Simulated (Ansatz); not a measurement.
# HfSc2: the cost of one run

Method: DFT PBE, scalar-relativistic, plane waves, PAW, in Ansatz 0.2.0.

## (1) The starting structure

It takes space group I4/mmm (No. 139, tetragonal). The conventional cell has a = 3.577 Å, b = 3.577 Å, c = 8.774 Å, α = 90.00°, β = 90.00°, γ = 90.00°. Hf (site symmetry 4/mmm) has 10 Sc at 2.91 to 2.94 Å as nearest neighbours. Around Sc (site symmetry 4mm) lie 5 Sc at 2.90 to 2.94 Å and 5 Hf at 2.91 to 2.94 Å.

As a file:

```xyz
3
Lattice="-1.7883 1.7883 4.3869 1.7883 -1.7883 4.3869 1.7883 1.7883 -4.3869" Properties=species:S:1:pos:R:3 pbc="T T T"
Hf    0.0000    0.0000    0.0000
Sc    0.0000    0.0000    5.8345
Sc    0.0000    0.0000    2.9392
```

(A quick probe on a coarse mesh, which set the mesh and smearing, is not shown.)

## (3) Coarse relaxation

The input, input.yaml:

```yaml
crystal:
  lattice:
    - [-1.7882778958, 1.7882778958, 4.3868692131]
    - [1.7882778958, -1.7882778958, 4.3868692131]
    - [1.7882778958, 1.7882778958, -4.3868692131]
  atoms:
    - { symbol: Hf, position: [0.0, 0.0, 0.0] }
    - { symbol: Sc, position: [0.665, 0.665, 0.0] }
    - { symbol: Sc, position: [0.335, 0.335, 0.0] }
basis:
  ecutwfc: 420
kpoints:
  mp_grid: { grid: [6, 6, 6] }
hamiltonian:
  xc: pbe
scf:
  occupations: { method: gaussian, width: 0.1 }
  lower_state_search: "off"
output:
  forces: true
  stress: true
  eigenvalues: true
relax:
  adjacent_minimum: "off"
  f_tol: 0.04
  max_steps: 70
  cell: { stress_tol: 0.4 }
```

Command:

```console
$ ansatz run input.yaml --threads 1 --pin off --max-ram 2560MiB --backend cpu --events-out ev --progress --plain --runs-dir out
```

**Question.** How long does this run take on 1 thread of Arm Neoverse V2, shared host, and how much memory does it need?

About 20 s, with a peak of 0.38 GiB.
